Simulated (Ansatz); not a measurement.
**CH₄ClFGeOSe: one species, many methods**

One table from this session's results is given with a row withheld; the runs are named, their logs left out.

The runs use Ansatz 0.2.0, Gaussian basis; functionals in def2-TZVPP, the program's frozen cores in correlated methods.

Plan: PBE-D4, r2SCAN-D4, PBE0-D4, B3LYP-D4, ωB97X-V, ωB97M-V, B2PLYP; CCSD(T)/def2-TZVPP; MP2/def2-QZVPP; extrapolation to the limit.

## Structure used throughout

All runs share one geometry, relaxed beforehand with PBE0-D4 in a triple-zeta def2 set.

10 atoms, charge 0, spin multiplicity 1.

Atoms are counted from 1 here; the program's logs count them from 0.

Bond lengths: C1–O2 1.419 Å, C1–H7 1.095 Å, C1–H8 1.094 Å, C1–H9 1.091 Å, O2–Ge3 1.746 Å, Ge3–F4 1.729 Å, Ge3–Cl5 2.116 Å, Ge3–Se6 2.328 Å, Se6–H10 1.469 Å. Angles: O2–C1–H7 111.9°, O2–C1–H8 111.2°, O2–C1–H9 107.0°, H7–C1–H8 108.9°, H7–C1–H9 108.7°, H8–C1–H9 109.0°, C1–O2–Ge3 119.9°, O2–Ge3–F4 109.2°, O2–Ge3–Cl5 105.3°, O2–Ge3–Se6 112.9°, F4–Ge3–Cl5 107.1°, F4–Ge3–Se6 106.7°, Cl5–Ge3–Se6 115.4°, Ge3–Se6–H10 89.6°.

The first run:

File in.yaml:

```yaml
crystal:
  periodic: [false, false, false]
  atoms:
    - {symbol: C, position_ang: [-0.660643, -0.845553, -1.322829]}
    - {symbol: O, position_ang: [0.593919, -0.799385, -0.660562]}
    - {symbol: Ge, position_ang: [0.866128, 0.367569, 0.609950]}
    - {symbol: F, position_ang: [0.660238, 1.961893, -0.027654]}
    - {symbol: Cl, position_ang: [2.908229, 0.162959, 1.126123]}
    - {symbol: Se, position_ang: [-0.637381, 0.155148, 2.375196]}
    - {symbol: H, position_ang: [-1.494802, -0.908051, -0.615733]}
    - {symbol: H, position_ang: [-0.802728, 0.030001, -1.962731]}
    - {symbol: H, position_ang: [-0.661362, -1.742065, -1.943886]}
    - {symbol: H, position_ang: [-0.771608, 1.617485, 2.422136]}
basis:
  gaussian: {orbitals: def2-TZVPP}
hamiltonian: {xc: pbe, dispersion: d4}
output: {forces: true, orbitals: {seedname: orbitals}}
```

Launch:

```bash
$ ansatz run in.yaml --threads 2 --pin off --events-out ev --progress --plain --max-ram 22528MiB --backend cuda --devices 0, --max-vram 18GiB
```

Steps of the session up to this table: PBE-D4 (GGA); r2SCAN-D4 (meta-GGA); PBE0-D4 (hybrid); B3LYP-D4 (hybrid); ωB97X-V (range-separated); ωB97M-V (range-separated); B2PLYP (double hybrid); CCSD(T) in def2-TZVPP; MP2 in def2-QZVPP.

One table of the session follows, with a row left open; its other results are not shown here.

It belongs to the step «Atomisation energies». 

```
            method  atomisation energy (kJ/mol)
            PBE-D4                       3509.6
         r2SCAN-D4                       3458.0
           PBE0-D4                       3422.7
          B3LYP-D4                       3402.8
           ωB97X-V                       3453.3
           ωB97M-V                       3425.8
            B2PLYP                       3382.0
     HF/def2-TZVPP                       2385.3
    MP2/def2-TZVPP                       3454.0
   CCSD/def2-TZVPP                       3289.7
CCSD(T)/def2-TZVPP                       3359.0
           MP2/CBS                            ?
       CCSD(T)/CBS                       3453.4
```

Q: Estimate the row for MP2/CBS from the others.

**Answer.** atomisation energy (kJ/mol): 3548.3. In the column «atomisation energy (kJ/mol)» it is the highest.
